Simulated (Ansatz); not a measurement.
3 structures of Pt, a ranking of polymorphs by energy

With Ansatz's Python interface.

Input file `pt_p6_3_mmc.xyz`:
```text
2
Lattice="2.76066562 0.0 0.0 -1.38033281 2.39080655 0.0 0.0 0.0 4.792134" Properties=species:S:1:pos:R:3 pbc="T T T"
Pt    1.38033282    0.79693551    3.59410050
Pt   -0.00000001    1.59387104    1.19803350
```

Input file `pt_im_3m.vasp`:
```text
Pt
1.0
  -1.58422000    1.58422000    1.58422000
   1.58422000   -1.58422000    1.58422000
   1.58422000    1.58422000   -1.58422000
Pt
1
Direct
   0.00000000    0.00000000    0.00000000
```

`pt_fm_3m.vasp`
```text
Pt
1.0
   0.00000000    1.96090000    1.96090000
   1.96090000    0.00000000    1.96090000
   1.96090000    1.96090000    0.00000000
Pt
1
Direct
   0.00000000    0.00000000    0.00000000
```

The cells in order, each with its output:

```python
import warnings

import ansatz as az
from ase.io import read
import numpy as np
import spglib
```

```python
def ground_state(name, crystal):
    calc = (
        crystal.calculation()
        .functional("lda")
        .basis(420)
        .kpoints(spacing=0.27)
        .occupations("fermi_dirac", width=0.05)
        .stress()
        .band_table()
    )
    calc = calc.relax(force_tolerance=0.03, cell=True)
    return calc.run()
```

```python
def space_group(outcome):
    sites = outcome.report["lattice"]["sites"]
    kinds = sorted({site["symbol"] for site in sites})
    cell = (outcome.lattice.cell_ang, [site["position_frac"] for site in sites], [kinds.index(site["symbol"]) for site in sites])
    return spglib.get_spacegroup(cell, symprec=0.01)


def pressure_gpa(outcome):
    return float(np.trace(outcome.report["stress_gpa"]) / 3)
```

```python
def volume_per_atom(outcome):
    return abs(np.linalg.det(outcome.lattice.cell_ang)) / len(outcome.lattice.sites)
```

```python
warnings.simplefilter("ignore", az.DeckWarning)
```

```python
phases = {}
p6_3_mmc = az.Crystal.from_extxyz("pt_p6_3_mmc.xyz")
phases["P6_3/mmc"] = p6_3_mmc
atoms = read("pt_im_3m.vasp", format="vasp")
im_3m = az.Crystal.from_ase(atoms)
phases["Im-3m"] = im_3m
atoms = read("pt_fm_3m.vasp", format="vasp")
fm_3m = az.Crystal.from_ase(atoms)
phases["Fm-3m"] = fm_3m

done = {}
for name, crystal in phases.items():
    done[name] = ground_state(name, crystal)
    print(f"{name}: {done[name].report['energy_sigma0_ev']:.4f} eV, {len(done[name].lattice.sites)} atoms")
```

    P6_3/mmc: -24489.8469 eV, 2 atoms
    Im-3m: -12244.8443 eV, 1 atoms
    Fm-3m: -12244.9960 eV, 1 atoms

```python
energy = {name: o.report["energy_sigma0_ev"] / len(o.lattice.sites) for name, o in done.items()}
lowest = min(energy.values())
rows = [(name, len(o.lattice.sites), 1000 * (energy[name] - lowest), space_group(o), pressure_gpa(o), volume_per_atom(o)) for name, o in done.items()]
rows.sort(key=lambda row: row[2])
print("     phase       atoms  dE (meV/atom)  space group     P (GPa)  V (A^3/atom)")
for row in rows:
    print(f"{str(row[0]):>10}  {row[1]:10d}  {row[2]:13.1f}  {str(row[3]):>11}  {row[4]:10.2f}  {row[5]:12.3f}")
```

         phase       atoms  dE (meV/atom)  space group     P (GPa)  V (A^3/atom)
         Fm-3m           1            0.0  Fm-3m (225)        0.03        14.746
      P6_3/mmc           2           72.6  P6_3/mmc (194)        0.00        14.855
         Im-3m           1          151.7  Im-3m (229)       -0.00        14.934

By space group at the end of each run: Fm-3m (+0 meV an atom, 14.7 Å³), P6_3/mmc (+73 meV an atom, 14.9 Å³) and Im-3m (+152 meV an atom, 14.9 Å³).

Reading the output:
- Total energies depend on the potentials; only differences at equal settings carry meaning.
- For the metals among these phases the mesh is modest: differences between phases can be off by up to 40 meV an atom.
- Pressure is positive in compression.
- Spin-orbit coupling, which matters for elements this heavy, is left out.
- The cells come from databases of deposited and of computed structures, and not all need be stable phases.
- The ranking holds among these structures alone, at zero temperature; the ground state may be another structure. Differences under about 40 meV an atom lie within the error of mesh and functional.
- Timing: 12 s on 1 thread of Intel(R) Xeon(R) Platinum 8559C (Emerald Rapids), on a shared host, peak memory 0.45 GiB.

(Lines on the test bed's own set-up are left out of the output.)
